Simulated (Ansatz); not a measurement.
# CoO: the cost of one run

Method: def2-TZVPP, core rule «outside noble gas», up to 10 orbitals frozen; program: Ansatz 0.2.0, Gaussian basis.

Plan: UHF; CCSD(T) on ROHF; CCSD(T) on UHF; CCSDT(Q) on ROHF; CCSDT(Q) on UHF; CASSCF and NEVPT2, 14 electrons in 10 orbitals.

4 further runs of the same task are left out: 4 set aside as unsound or not needed.

## 1. The geometry

The geometry is a PBE0/def2-TZVP stationary point (not a proven minimum) of the parent state, kept for this charge and spin.

2 atoms, charge 1, spin multiplicity 5.

Atoms are counted from 1 here; the program's logs count them from 0.

Bond lengths: Co1–O2 1.703 Å.

Coordinates:

```xyz
2
CoO
Co    0.00000    0.00000    0.00000
O     0.00000    0.00000    1.70340
```

## 2. UHF

File in.yaml:

```yaml
crystal:
  periodic: [false, false, false]
  atoms:
    - {symbol: Co, position_ang: [0.000000, 0.000000, 0.000000]}
    - {symbol: O, position_ang: [0.000000, 0.000000, 1.703400]}
basis:
  gaussian: {orbitals: def2-TZVPP}
total_charge: 1
magnetization: {spin_polarized: true, initial_magnetization: 4}
hamiltonian: {xc: hf}
output: {orbitals: {seedname: orbitals}}
```

On the command line:

```
ansatz run in.yaml --threads 1 --pin off --events-out ev --progress --plain --max-ram 3968MiB --backend cpu
```

Q: Estimate wall time and peak memory on 1 thread of AMD EPYC 7R13, shared host.

About 19 s, with a peak of 0.27 GiB.
